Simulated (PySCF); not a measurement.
# C4H8BCl: the cost of one run

Computed with PySCF 2.14.0, with density-fitted response routines of our own, on a single molecule in the gas phase. Atoms are numbered from 0 throughout.

## 1. The starting structure

14 atoms, charge 0, multiplicity 1; geometry from: GFN2-xTB. The atoms were then displaced at random by about 0.01 Å, so the start is not that level's minimum.

Bonds of the start (Å): B0–C1 1.55, C1–C2 1.51, C2–Cl3 1.84, C2–C4 1.49, C4–C5 1.33, B0–H6 1.17, B0–H7 1.18, C1–H8 1.08, C1–H9 1.08, C2–H10 1.11, C4–H11 1.07, C5–H12 1.07, C5–H13 1.07.

## 2. Relaxing the molecule at PBE0-D3(BJ)/def2-SVP

What the job is given:

```
{"job": {"xc": "PBE0", "basis": "def2-SVP", "d3": "d3bj", "grid": 1, "shake": 0.01, "kind": "geom"}, "charge": 0, "multiplicity": 1}
B     -1.955310     0.257330     0.361010
C     -1.104990    -0.623870    -0.584140
C      0.343740    -0.766770    -0.198100
Cl     1.229280    -1.862520    -1.378390
C      1.097290     0.522990    -0.220560
C      1.875790     0.954270     0.767210
H     -1.529900     0.744480     1.335970
H     -3.071740     0.485560     0.052600
H     -1.554200    -1.609740    -0.611410
H     -1.156900    -0.245110    -1.598150
H      0.460330    -1.261560     0.787370
H      0.978840     1.117700    -1.102830
H      1.994630     0.380870     1.657730
H      2.386000     1.891300     0.723930
```

The run is started by

```
> OMP_NUM_THREADS=1 python probes_run.py task.json out
```

This one command runs all jobs of the session in turn.

**Question.** How long does this first job take on 1 thread of Arm Neoverse V1, shared host, and how much memory does it need?

About 1.7 min, with a peak of 0.54 GiB.
